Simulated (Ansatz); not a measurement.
# GaSb2: the cost of one run

Method: DFT PBE, scalar-relativistic, plane waves, PAW, in Ansatz 0.2.0.

1 further run of the same task is left out (it didn't finish).

## 1. The structure to begin with

It takes space group P6/mmm (No. 191, hexagonal). Conventional cell: a = 4.111 Å, b = 4.111 Å, c = 4.557 Å, α = 90.00°, β = 90.00°, γ = 120.00°. Ga (site symmetry 6/mmm) has 12 Sb at 3.29 Å as nearest neighbours. Sb (site symmetry -6m2) has 3 Sb at 2.37 Å as nearest neighbours.

Coordinates:

```xyz
3
Lattice="4.1114 0.0000 0.0000 -2.0557 3.5606 0.0000 0.0000 0.0000 4.5565" Properties=species:S:1:pos:R:3 pbc="T T T"
Ga    0.0000    0.0000    0.0000
Sb    0.0000    2.3737    2.2783
Sb    2.0557    1.1869    2.2783
```

A structure generator made this guess: species swapped into a database cell of HfB2 (P6/mmm, No. 191), with Ga on the Hf sites and Sb on the B sites. Its size is a rough estimate.

## 2. Probe: one point on a coarse mesh

Contents of input.yaml:

```yaml
crystal:
  lattice:
    - [4.11136979, 0.0, 0.0]
    - [-2.0556849, 3.56055068, 0.0]
    - [0.0, 0.0, 4.55654986]
  atoms:
    - { symbol: Ga, position: [0.0, 0.0, 0.0] }
    - { symbol: Sb, position: [0.33333333, 0.66666667, 0.5] }
    - { symbol: Sb, position: [0.66666667, 0.33333333, 0.5] }
basis:
  ecutwfc: 420
kpoints:
  mp_grid: { grid: [6, 6, 4] }
hamiltonian:
  xc: pbe
scf:
  occupations: { method: gaussian, width: 0.1 }
  lower_state_search: "off"
output:
  forces: true
  stress: true
  eigenvalues: true
```

Run with:

```sh
> ansatz run input.yaml --threads 1 --pin off --max-ram 2048MiB --backend cpu --events-out ev --progress --plain --runs-dir out
```

Q: Estimate wall time and peak memory on 1 thread of Arm Neoverse V2, shared host.

About 2.3 s, with a peak of 0.33 GiB.
